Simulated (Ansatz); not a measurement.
# Ta2O5: the cost of one run

Method: DFT, r2SCAN, no spin polarisation, plane waves, PAW, in Ansatz 0.2.0.

## (1) The cell

It takes space group C2/c (No. 15, monoclinic). The conventional cell has a = 12.785 Å, b = 4.854 Å, c = 5.528 Å, α = 90.00°, β = 104.26°, γ = 90.00°. Around Ta (site symmetry 1) lie 6 O at 1.67 to 2.24 Å. Around O (site symmetry 2) lie 2 Ta at 1.90 Å. O (site symmetry 1) has 2 Ta at 1.67 to 2.10 Å as nearest neighbours. O (site symmetry 1) has 3 Ta at 1.91 to 2.24 Å as nearest neighbours.

As a file:

```
Ta O
1.0
     6.39265    2.42685    0.00000
     6.39265   -2.42685    0.00000
     1.36195    0.00000   -5.35719
Ta O
4 10
Direct
  0.38650 0.89250 0.73770
  0.10750 0.61350 0.76230
  0.61350 0.10750 0.26230
  0.89250 0.38650 0.23770
  0.10200 0.89800 0.75000
  0.89800 0.10200 0.25000
  0.44000 0.33800 0.01000
  0.66200 0.56000 0.49000
  0.56000 0.66200 0.99000
  0.33800 0.44000 0.51000
  0.73000 0.86800 0.64500
  0.13200 0.27000 0.85500
  0.27000 0.13200 0.35500
  0.86800 0.73000 0.14500
```

The first density is read from a saved solution for the starting cell.

## (2) The relaxation

File input.yaml:

```yaml
crystal:
  lattice:
    - [6.39265, 2.42685, 0.0]
    - [6.39265, -2.42685, 0.0]
    - [1.36195, 0.0, -5.35719]
  atoms:
    - { symbol: Ta, position: [0.3865, 0.8925, 0.7377] }
    - { symbol: Ta, position: [0.1075, 0.6135, 0.7623] }
    - { symbol: Ta, position: [0.6135, 0.1075, 0.2623] }
    - { symbol: Ta, position: [0.8925, 0.3865, 0.2377] }
    - { symbol: O, position: [0.102, 0.898, 0.75] }
    - { symbol: O, position: [0.898, 0.102, 0.25] }
    - { symbol: O, position: [0.44, 0.338, 0.01] }
    - { symbol: O, position: [0.662, 0.56, 0.49] }
    - { symbol: O, position: [0.56, 0.662, 0.99] }
    - { symbol: O, position: [0.338, 0.44, 0.51] }
    - { symbol: O, position: [0.73, 0.868, 0.645] }
    - { symbol: O, position: [0.132, 0.27, 0.855] }
    - { symbol: O, position: [0.27, 0.132, 0.355] }
    - { symbol: O, position: [0.868, 0.73, 0.145] }
  symmetry: { tolerance: 0.0003 }
kpoints:
  mp_grid: { grid: [4, 4, 4], shift: [0, 0, 0] }
magnetization:
  spin_polarized: false
scf:
  occupations: { method: fermi_dirac }
  lower_state_search: "off"
hamiltonian:
  pseudopotentials: { kind: paw }
  xc: r2scan
basis:
  ecutwfc: 500
  fft_grid_basis: typed
relax:
  max_steps: 80
  cell: { p_target: 0.0 }
  f_tol: 0.03
output:
  forces: true
  stress: true
  eigenvalues: true
  bader: true
  populations: true
  elf: true
  write_potential: true
  volumetric_format: npy
  dos:
    e_range: [-12, 8]
    de: 0.05
    projected: { site_lists: { O: [O], Ta: [Ta] } }
  write_density: true
checkpoint:
  read: saved_state
```

Launch:

```bash
> ansatz run input.yaml --threads 2 --pin off --max-ram 3584MiB --backend cpu --events-out ev --progress --plain --runs-dir out
```

Q: Estimate wall time and peak memory on 2 threads of Arm Neoverse V1, shared host.

About 5.1 min, with a peak of 1.2 GiB.
